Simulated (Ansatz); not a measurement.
# ClH3O2Si: the cost of one run

Computed with Ansatz 0.2.0, Gaussian basis. Level: r2SCAN-D4/pcseg-2.

1 further run of the same task is left out (it didn't finish).

## (1) The system as given

The start, a first-order saddle point found at PBE0-D4 in triple zeta: 7 atoms, charge 0, spin multiplicity 1.

Atoms are counted from 1 here; the program's logs count them from 0.

Bond lengths: Si1–O2 1.846 Å, Si1–O3 1.552 Å, Si1–H5 1.471 Å, Si1–Cl6 2.047 Å, O2–H4 1.082 Å, O2–H7 0.966 Å. Angles: O2–Si1–O3 86.8°, O2–Si1–H5 106.3°, O2–Si1–Cl6 104.0°, O3–Si1–H5 124.9°, O3–Si1–Cl6 122.0°, H5–Si1–Cl6 106.6°, Si1–O2–H4 73.7°, Si1–O2–H7 117.5°, H4–O2–H7 112.6°.

Geometry (Å):

```mol
ClH3O2Si
  3D, bonds by distance, orders not assigned

  7  6  0  0  0  0  0  0  0  0999 V2000
   -0.5711    0.2390    0.3761 Si  0  0
    1.1012    0.0787   -0.3898 O   0  0
   -1.0892    0.6068   -1.0397 O   0  0
    0.4157    0.2929   -1.1992 H   0  0
   -0.4252    1.1879    1.4906 H   0  0
   -0.9126   -1.5982    1.2115 Cl  0  0
    1.4814   -0.8072   -0.4496 H   0  0
  1  2  8  0
  1  3  8  0
  1  5  8  0
  1  6  8  0
  2  4  8  0
  2  7  8  0
M  END
```

## (2) Dynamics

Contents of md/in.yaml:

```yaml
crystal:
  periodic: [false, false, false]
  atoms:
    - {symbol: Si, position_ang: [-0.571066, 0.239048, 0.376150]}
    - {symbol: O, position_ang: [1.101160, 0.078665, -0.389843]}
    - {symbol: O, position_ang: [-1.089234, 0.606771, -1.039716]}
    - {symbol: H, position_ang: [0.415670, 0.292856, -1.199229]}
    - {symbol: H, position_ang: [-0.425158, 1.187876, 1.490600]}
    - {symbol: Cl, position_ang: [-0.912555, -1.598201, 1.211546]}
    - {symbol: H, position_ang: [1.481383, -0.807216, -0.449608]}
basis:
  gaussian: {orbitals: pcseg-2}
hamiltonian: {xc: r2scan, dispersion: d4}
md: {n_steps: 60, timestep: 0.5, temperature: 1000, ensemble: nve, seed: 717, initial_velocities: maxwell_boltzmann}
```

The run is started by

```
$ ansatz run in.yaml --threads 2 --pin off --events-out ev --progress --plain --max-ram 4352MiB
```

**Question.** How long does this run take on 2 threads of Arm Neoverse V2, shared host?

About 5 min.
